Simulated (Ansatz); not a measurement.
# SnTe3 (Fm-3m) in Ansatz: convergence with k mesh

Aim: find how far k mesh must go before the results for SnTe3 settle, at PBE. This setting moves, with any that are tied to it; all else stays.

Program: Ansatz 0.2.0. These are calculated values, not measurements. Logs are shortened: lines on timing, memory, paths and dates and some standing lists are left out, and cuts for length are marked.

### Step 1. Starting point

It takes space group Fm-3m (No. 225, cubic). Conventional cell: a = 7.722 Å, b = 7.722 Å, c = 7.722 Å, α = 90.00°, β = 90.00°, γ = 90.00°. Te (site symmetry m-3m) is surrounded by 8 Te at 3.34 Å. Te (site symmetry -43m) has 4 Te at 3.34 Å and 4 Sn at 3.34 Å as nearest neighbours. Sn (site symmetry m-3m) is surrounded by 8 Te at 3.34 Å.

The cell comes from a database or a generator and needn't be the stable form of this composition.

### Step 2. With k mesh 2 × 2 × 2

File input.yaml:

```yaml
crystal:
  lattice:
    - [0.0, 3.861219, 3.861219]
    - [3.861219, 0.0, 3.861219]
    - [3.861219, 3.861219, 0.0]
  atoms:
    - { symbol: Te, position: [0.5, 0.5, 0.5] }
    - { symbol: Te, position: [0.75, 0.75, 0.75] }
    - { symbol: Te, position: [0.25, 0.25, 0.25] }
    - { symbol: Sn, position: [0.0, 0.0, 0.0] }
hamiltonian:
  xc: pbe
  pseudopotentials: { kind: paw, level: accurate }
kpoints:
  mp_grid: { grid: [2, 2, 2] }
scf:
  occupations: { method: gaussian, width: 0.05 }
output:
  forces: true
  stress: true
  eigenvalues: true
```

Potentials or basis: Ansatz PAW earlier set.

Command:

```
$ ansatz run input.yaml --threads 2 --pin off --max-ram 5632MiB --backend cpu --events-out ev --progress --plain --runs-dir out
```

It took 2.1 s on 2 threads of Arm Neoverse V2, shared host; peak memory 0.5 GiB.

Results:

| Quantity | Value |
| --- | --- |
| Free energy | -30663.9589 eV |
| Pressure | 4.7 GPa |
| Band gap on the k mesh | none (metal or under the smearing width) |

### Step 3. With k mesh 3 × 3 × 3

input.yaml, as its differences from that of step 2:

```diff
@@ -14,3 +14,3 @@
 kpoints:
-  mp_grid: { grid: [2, 2, 2] }
+  mp_grid: { grid: [3, 3, 3] }
 scf:
```

Potentials or basis: Ansatz PAW earlier set.

Command:

```
$ ansatz run input.yaml --threads 2 --pin off --max-ram 5632MiB --backend cpu --events-out ev --progress --plain --runs-dir out
```

Run time: 2.4 s. Hardware: 2 threads of Arm Neoverse V2, shared host; peak memory 0.52 GiB.

What came out:

| Item | Value |
| --- | --- |
| Free energy | -30664.4555 eV |
| Pressure | -2.2 GPa |

### Step 4. With k mesh 4 × 4 × 4

input.yaml, as its differences from that of step 3:

```diff
@@ -14,3 +14,3 @@
 kpoints:
-  mp_grid: { grid: [3, 3, 3] }
+  mp_grid: { grid: [4, 4, 4] }
 scf:
```

Command:

```
$ ansatz run input.yaml --threads 2 --pin off --max-ram 5632MiB --backend cpu --events-out ev --progress --plain --runs-dir out
```

Run time: 3.7 s. Hardware: 2 threads of Arm Neoverse V2, shared host; peak memory 0.54 GiB.

Results:

```yaml
Free_energy: -30664.5167 eV
Pressure: 0.3 GPa
Band_gap_on_the_k_mesh: none (metal or under the smearing width)
```

### Step 5. With k mesh 5 × 5 × 5

input.yaml, as its differences from that of step 4:

```diff
@@ -14,3 +14,3 @@
 kpoints:
-  mp_grid: { grid: [4, 4, 4] }
+  mp_grid: { grid: [5, 5, 5] }
 scf:
```

Command:

```
$ ansatz run input.yaml --threads 2 --pin off --max-ram 5632MiB --backend cpu --events-out ev --progress --plain --runs-dir out
```

Run time: 4.7 s. Hardware: 2 threads of Arm Neoverse V2, shared host; peak memory 0.56 GiB.

Results:

```yaml
Free_energy: -30664.4148 eV
Pressure: 0.3 GPa
```

### Step 6. With k mesh 6 × 6 × 6

input.yaml, as its differences from that of step 5:

```diff
@@ -14,3 +14,3 @@
 kpoints:
-  mp_grid: { grid: [5, 5, 5] }
+  mp_grid: { grid: [6, 6, 6] }
 scf:
```

Potentials or basis: Ansatz PAW earlier set.

Command:

```
$ ansatz run input.yaml --threads 2 --pin off --max-ram 5632MiB --backend cpu --events-out ev --progress --plain --runs-dir out
```

Run time: 5.6 s. Hardware: 2 threads of Arm Neoverse V2, shared host; peak memory 0.59 GiB.

The run converged. Its results:

```
Free energy            : -30664.5073 eV
Pressure               : 0.3 GPa
Band gap on the k mesh : none (metal or under the smearing width)
```

### Step 7. With k mesh 7 × 7 × 7

input.yaml, as its differences from that of step 6:

```diff
@@ -14,3 +14,3 @@
 kpoints:
-  mp_grid: { grid: [6, 6, 6] }
+  mp_grid: { grid: [7, 7, 7] }
 scf:
```

Command:

```
$ ansatz run input.yaml --threads 2 --pin off --max-ram 5632MiB --backend cpu --events-out ev --progress --plain --runs-dir out
```

Run time: 6.9 s. Hardware: 2 threads of Arm Neoverse V2, shared host; peak memory 0.61 GiB.

The run converged. Its results:

| Item | Value |
| --- | --- |
| Free energy | -30664.4917 eV |
| Pressure | 0.2 GPa |

### Step 8. With k mesh 8 × 8 × 8

input.yaml, as its differences from that of step 7:

```diff
@@ -14,3 +14,3 @@
 kpoints:
-  mp_grid: { grid: [7, 7, 7] }
+  mp_grid: { grid: [8, 8, 8] }
 scf:
```

Command:

```
$ ansatz run input.yaml --threads 2 --pin off --max-ram 5632MiB --backend cpu --events-out ev --progress --plain --runs-dir out
```

Run time: 9.7 s. Hardware: 2 threads of Arm Neoverse V2, shared host; peak memory 0.65 GiB.

The run converged. Its results:

```
Free energy            : -30664.5269 eV
Pressure               : 0.1 GPa
Band gap on the k mesh : none (metal or under the smearing width)
```

### Step 9. With k mesh 10 × 10 × 10

input.yaml, as its differences from that of step 8:

```diff
@@ -14,3 +14,3 @@
 kpoints:
-  mp_grid: { grid: [8, 8, 8] }
+  mp_grid: { grid: [10, 10, 10] }
 scf:
```

Potentials or basis: Ansatz PAW earlier set.

Command:

```
$ ansatz run input.yaml --threads 2 --pin off --max-ram 5632MiB --backend cpu --events-out ev --progress --plain --runs-dir out
```

Output:

```text
Warning: RAYON_NUM_THREADS=2 ignored (pool sized by the plan → 2); use --threads N
Engine: ansatz 0.2.0, aarch64-unknown-linux-gnu
Pseudopotentials: kind: paw, level: accurate
Pseudopotential: Te, paw, valence charge 16, recommended cutoff 430 eV (normal), Te.paw.azcp#accurate
Pseudopotential: Sn, paw, valence charge 22, recommended cutoff 770 eV (high), Sn.paw.azcp
Functional definition: PBE
  parameter kappa = 0.804
  parameter beta = 0.06672455060314922
  exchange = pbe_x(kappa = kappa, mu = beta*pi^2/3)
  correlation = pbe_c(beta = beta)
Crystal: 4 atoms, lattice volume = 115.134 Å³
Basis set: ecut = 770 eV, 5601 PW (Γ), exchange–correlation on 100×100×100 points (8 copies of the dense FFT grid, shifted against one another)
Bands: 42, of which v1, the nominal top of the filled ones, is band 35 counted from 1 (34 counted from 0)
Symmetry: 48 space group operations
Space group: Fm-3m (ITA 225), of the structure as read, at distance tolerance 4.9e-5 Å
k-points: 47 of 1000
Non-local potential: Te, projectors of the file, l = 0: 3, l = 1: 3, l = 2: 3, l = 3: 2, l = 4: 1
Non-local potential: Sn, projectors of the file, l = 0: 3, l = 1: 3, l = 2: 3, l = 3: 2
PAW form: soft (Blöchl's): semilocal exchange-correlation on the pseudo side does not see the compensation charge
PAW one-centre angular grid: Te, 590 points (default); XC on 64 Gauss nodes
PAW one-centre angular grid: Sn, 590 points (default); XC on 64 Gauss nodes
Initial density: superposition of atomic densities (chi_scale 0.1, normalization cell, long waves kept (reshape's long-wave potential 0.00 eV rms))
Initial wavefunctions: pseudopotential atomic-orbital guess
Functional: x = pbe(κ = 0.804, μ = 0.2195149727645171), c = pbe(β = 0.06672455060314922)
SCF iter   1: F=—  HF=-30664.640419 eV  |F-HF|=—  |Δ(HF+E_count)|=         —  Δρ=1.47e-2  dr2=5.00e-1  ethr=3.10e-3  ⟨swp⟩=8.2  Hψ=7505  notcnv=0  defer=4
preconditioner: auto → Kerker (q_TF=auto, 2.511 Å⁻¹)  [metal: Δε(μ)=0.042 eV  Ē_g=8.382 eV  σ=0.050 eV  W_gap=0.41  n_scr=26 (ndim 8)  ℏωp=16.2 eV  f_vac=0.000  D(μ)=2.82/eV (n_scr^D=14)]
SCF iter   2: F=—  HF=-30664.556825 eV  |F-HF|=—  |Δ(HF+E_count)|=   8.36e-2  Δρ=7.76e-3  dr2=1.37e-1  ethr=7.14e-4  ⟨swp⟩=2.0  Hψ=2577  notcnv=0  defer=75
SCF iter   3: F=—  HF=-30664.529350 eV  |F-HF|=—  |Δ(HF+E_count)|=   2.75e-2  Δρ=1.81e-3  dr2=4.81e-3  ethr=1.96e-4  ⟨swp⟩=2.1  Hψ=2536  notcnv=0  defer=77
SCF iter   4: F=—  HF=-30664.529459 eV  |F-HF|=—  |Δ(HF+E_count)|=   1.09e-4  Δρ=4.31e-4  dr2=2.19e-4  ethr=6.87e-6  ⟨swp⟩=2.1  Hψ=3355  notcnv=0  defer=77
SCF iter   5: F=—  HF=-30664.529525 eV  |F-HF|=—  |Δ(HF+E_count)|=   6.58e-5  Δρ=1.15e-4  dr2=1.65e-5  ethr=3.13e-7  ⟨swp⟩=2.0  Hψ=3357  notcnv=0  defer=77
SCF iter   6: F=—  HF=-30664.529481 eV  |F-HF|=—  |Δ(HF+E_count)|=   4.33e-5  Δρ=3.08e-5  dr2=1.01e-6  ethr=2.35e-8  ⟨swp⟩=3.0  Hψ=3528  notcnv=0  defer=77
SCF iter   7: F=-30664.529481 eV  HF=-30664.529481 eV  |F-HF|=3.18e-8  |Δ(HF+E_count)|=   9.20e-8  Δρ=1.04e-5  dr2=9.62e-8  ethr=1.43e-10  ⟨swp⟩=10.0  Hψ=8139  notcnv=0
SCF 1 converged in 7 iterations: F = -30664.529481 eV  dr2 = 9.62e-8
SCF converged after 7 iterations
Free energy (F): -30664.529481 eV
Harris-Foulkes:  -30664.529481 eV  (|F-HF|=3.18e-8)
Internal energy: -30664.525340 eV  (E = F + TS)
E sigma→0 (E₀):  -30664.527410 eV
Entropy (-TS):   -0.004142 eV (-1.035 meV/atom)
Fermi energy:    11.046983 eV
--- Per-component energies (eV) ---
  E_band       = -1440.232474
  E_kinetic    = 1461.950623
  E_local      = -11163.173181  (includes V_loc(G=0)·N_el)
  E_nonlocal   = 2116.304073
  E_hartree    = 4481.649216
  E_xc         = -1284.400259
  E_vxc        = -627.657230  (∫ρ·V_xc dr)
  E_paw        = -17871.319630  (= ΣΔE_a, less E_core_relax)
  E_vpaw       = -2190.974401  (= ΣTr[D̂ρ^β], less what the cores' own moments, if any, meet on the grid)
  E_core_relax = -0.000041  (the energy of the cores' relaxation)
  E_aug_tail   = -0.000025  (compensation charges beyond the density's cutoff)
  E_ewald      = -8405.536117
  E_smearing   = -0.004142  (= −TS)
  E_closure    = 0.000000  (closes the sum)
  Σ components = -30664.529481   (vs F -30664.529481, Δ=0.00e0)
--- Forces (eV/Å), atoms counted from 1 ---
  atom   1  Te     0.00000000    -0.00000000    -0.00000000
  atom   2  Te    -0.00000000     0.00000000     0.00000000
  atom   3  Te     0.00000000    -0.00000000    -0.00000000
  atom   4  Sn    -0.00000000    -0.00000000    -0.00000000
  max |Σ_I F_I| component: 2.31e-18 eV/Å
--- Stress (GPa, compression-positive) ---
        0.019712      -0.000000       0.000000
        0.000000       0.019712       0.000000
        0.000000      -0.000000       0.019712
  P = ⅓ Tr σ = 0.0197 GPa (0.197 kbar)
--- Band table (eV; the first three rows and the last of 47) ---
  k-point 0: bands = ["-118.4561", "-74.2305", "-74.2305", "-74.2305", "-26.3304", "-26.3304", "-26.3269", "-26.3269", "-26.3269", "-25.8926", "-25.8926", "-25.8877", "-25.8877", "-25.8877", "-25.8843", "-25.8843", "-25.8843", "-25.8834", "-25.8834", "-10.4515", "-10.4515", "-10.4515", "-10.4485", "-10.4485", "-2.2716", "1.0017", "1.6776", "5.8790", "7.8874", "7.8874", "7.8874", "7.9090", "7.9090", "7.9090", "9.3530", "9.3530", "9.3530", "14.2946", "14.2946", "15.2783", "15.2784", "15.2784"]
  k-point 1: bands = ["-118.4561", "-74.2305", "-74.2305", "-74.2305", "-26.3304", "-26.3304", "-26.3269", "-26.3269", "-26.3269", "-25.8924", "-25.8924", "-25.8877", "-25.8877", "-25.8876", "-25.8845", "-25.8844", "-25.8844", "-25.8836", "-25.8836", "-10.4516", "-10.4514", "-10.4514", "-10.4485", "-10.4485", "-2.2087", "0.9500", "1.5960", "5.6884", "7.2835", "7.5447", "7.5447", "8.2137", "8.2137", "8.6728", "9.4018", "9.4018", "9.9178", "14.5281", "14.5281", "14.7363", "15.2070", "15.2070"]
  k-point 2: bands = ["-118.4561", "-74.2305", "-74.2305", "-74.2305", "-26.3303", "-26.3303", "-26.3269", "-26.3269", "-26.3268", "-25.8918", "-25.8918", "-25.8874", "-25.8874", "-25.8873", "-25.8849", "-25.8846", "-25.8846", "-25.8843", "-25.8843", "-10.4519", "-10.4512", "-10.4512", "-10.4486", "-10.4486", "-2.0229", "0.7786", "1.3906", "5.2222", "7.1457", "7.2686", "7.2686", "8.2484", "8.2484", "9.6171", "9.7340", "9.7340", "11.0554", "13.6305", "14.7389", "14.7389", "15.3819", "15.3819"]
  k-point 46: bands = ["-118.4561", "-74.2305", "-74.2305", "-74.2305", "-26.3303", "-26.3302", "-26.3271", "-26.3269", "-26.3267", "-25.8912", "-25.8902", "-25.8873", "-25.8868", "-25.8860", "-25.8859", "-25.8857", "-25.8854", "-25.8849", "-25.8846", "-10.4525", "-10.4513", "-10.4499", "-10.4492", "-10.4484", "-0.3383", "-0.1839", "0.0751", "3.3296", "6.6164", "6.9768", "7.6792", "8.1875", "10.7834", "10.9874", "11.4270", "11.4701", "12.4386", "13.4693", "13.8013", "13.8631", "17.7011", "17.8794"]
```

Run time: 15 s. Hardware: 2 threads of Arm Neoverse V2, shared host; peak memory 0.76 GiB.

What came out:

| Item | Value |
| --- | --- |
| Free energy | -30664.5295 eV |
| Pressure | 0.0 GPa |
| Band gap on the k mesh | none (metal or under the smearing width) |

### Step 10. The series at a glance

```csv
k mesh,"energy less the tightest run, at zero smearing (meV/atom)",pressure (GPa),SCF cycles,CPU time (s),peak memory (GiB)
2 × 2 × 2,145.76,4.67,10,3.5,0.5
3 × 3 × 3,19.51,-2.25,8,4.2,0.52
4 × 4 × 4,4.23,0.28,7,6.6,0.54
5 × 5 × 5,29.58,0.25,8,8.4,0.56
6 × 6 × 6,5.32,0.26,7,11,0.59
7 × 7 × 7,9.48,0.21,7,13,0.61
8 × 8 × 8,0.64,0.08,7,19,0.65
10 × 10 × 10,0.00,0.02,7,29,0.76
```

Against the tightest run, the energy stays within 1 meV/atom from 8 × 8 × 8 on; the pressure stays within 0.1 GPa from 8 × 8 × 8 on. Meshes of other sizes hit other points, so gaps and Fermi surfaces needn't settle smoothly. The tightest run that finished is the yardstick and may itself not be fully converged.
